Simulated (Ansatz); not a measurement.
**B₁₀: small, medium and large basis sets**

How large a basis does B₁₀ need? Two functionals are run in growing sets.

Program: Ansatz 0.2.0, Gaussian basis. Level of theory: one geometry, several basis sets. These are calculated values, not measurements.

The runs, in order: PBE0-D4/def2-SVP; ωB97M-V/def2-SVP; PBE0-D4/def2-QZVPP; ωB97M-V/def2-QZVPP; the functionals' def2-TZVPP values are taken from earlier runs.

2 further runs of the same task are left out: 2 that didn't finish.

### Step 1. The geometry

All runs share one geometry, relaxed beforehand with PBE0-D4 in a triple-zeta def2 set.

SMILES `[B][B][B][B][B][B][B][B][B][B]`, 10 atoms, charge 0, spin multiplicity 1.

Atoms are counted from 1 here; the program's logs count them from 0.

Bond lengths: B1–B2 1.668 Å, B2–B3 1.543 Å, B3–B4 1.526 Å, B4–B5 1.546 Å, B5–B6 1.563 Å, B6–B7 1.546 Å, B7–B8 1.526 Å, B8–B9 1.543 Å, B9–B10 1.668 Å. Angles: B1–B2–B3 151.4°, B2–B3–B4 175.9°, B3–B4–B5 179.4°, B4–B5–B6 179.7°, B5–B6–B7 179.8°, B6–B7–B8 179.5°, B7–B8–B9 175.9°, B8–B9–B10 151.4°.

### Step 2. PBE0-D4 in def2-SVP

File in.yaml:

```yaml
crystal:
  periodic: [false, false, false]
  atoms:
    - {symbol: B, position_ang: [-1.826665, 3.737840, -5.539360]}
    - {symbol: B, position_ang: [-1.452388, 3.367843, -3.956506]}
    - {symbol: B, position_ang: [-1.022037, 2.366554, -2.864068]}
    - {symbol: B, position_ang: [-0.599636, 1.458654, -1.712987]}
    - {symbol: B, position_ang: [-0.169114, 0.527746, -0.556415]}
    - {symbol: B, position_ang: [0.269932, -0.416881, 0.608328]}
    - {symbol: B, position_ang: [0.698654, -1.349892, 1.763880]}
    - {symbol: B, position_ang: [1.107754, -2.272615, 2.907957]}
    - {symbol: B, position_ang: [1.625875, -3.177994, 4.045082]}
    - {symbol: B, position_ang: [1.367624, -4.241237, 5.304089]}
basis:
  gaussian: {orbitals: def2-SVP}
hamiltonian: {xc: pbe0, dispersion: d4}
output: {orbitals: {seedname: orbitals}}
```

Launch:

```sh
> ansatz run in.yaml --threads 4 --pin off --events-out ev --progress --plain --max-ram 10444MiB
```

After this run come: ωB97M-V in def2-SVP; PBE0-D4 in def2-QZVPP; ωB97M-V in def2-QZVPP.

Before running them: what should the planned runs give, taken together? Wanted: PBE0-D4: double and triple zeta above quadruple; ωB97M-V: double and triple zeta above quadruple.

The runs gave:

```
                                       quantity          value
PBE0-D4: double and triple zeta above quadruple  7.56, 0.35 eV
ωB97M-V: double and triple zeta above quadruple  7.95, 0.32 eV
```

What this shows: For PBE0-D4 the step from double to triple zeta gains 7.20 eV and the next only 0.35 eV. These are total energies; as a rule much of such shifts cancels in differences, which this series doesn't test.
